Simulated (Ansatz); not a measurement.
# GeBr2: the cost of one run

Computed with Ansatz 0.2.0 (DFT PBE, scalar-relativistic, plane waves, PAW, unless a step's input says otherwise).

### 1 The structure to begin with

It takes space group P6/mmm (No. 191, hexagonal). Conventional cell: a = 6.361 Å, b = 6.361 Å, c = 14.000 Å, α = 90.00°, β = 90.00°, γ = 120.00°. Ge (site symmetry 6/mmm) is surrounded by 6 Br at 3.67 Å. Around Br (site symmetry -6m2) lie 3 Br at 3.67 Å and 3 Ge at 3.67 Å.

As a file:

```
Ge Br
1.0
     6.36110    0.00000    0.00000
    -3.18055    5.50887    0.00000
     0.00000    0.00000   14.00000
Ge Br
1 2
Direct
  0.00000 0.00000 0.50000
  0.33333 0.66667 0.50000
  0.66667 0.33333 0.50000
```

A structure generator made this guess: random sheet by layer group and Wyckoff sites. Its size is a rough estimate.

It is a sheet, periodic along a and b, with vacuum along c; volumes and pressures of the box carry no meaning, and space groups named for it are those of the box.

### 2 A first look at the guess

input.yaml reads:

```yaml
crystal:
  lattice:
    - [6.361101, 0.0, 0.0]
    - [-3.180551, 5.508875, 0.0]
    - [0.0, 0.0, 14.0]
  atoms:
    - { symbol: Ge, position: [0.0, 0.0, 0.5] }
    - { symbol: Br, position: [0.33333333, 0.66666667, 0.5] }
    - { symbol: Br, position: [0.66666667, 0.33333333, 0.5] }
  periodic: [true, true, false]
basis:
  ecutwfc: 420
kpoints:
  mp_grid: { grid: [3, 3, 1] }
hamiltonian:
  xc: pbe
scf:
  occupations: { method: gaussian, width: 0.1 }
  lower_state_search: "off"
output:
  forces: true
  stress: true
  eigenvalues: true
```

Launch:

```console
$ ansatz run input.yaml --threads 1 --pin off --max-ram 2048MiB --backend cpu --events-out ev --progress --plain --runs-dir out
```

**Question.** How long does this run take on 1 thread of Arm Neoverse V2, shared host, and how much memory does it need?

About 4.4 s, with a peak of 0.69 GiB.
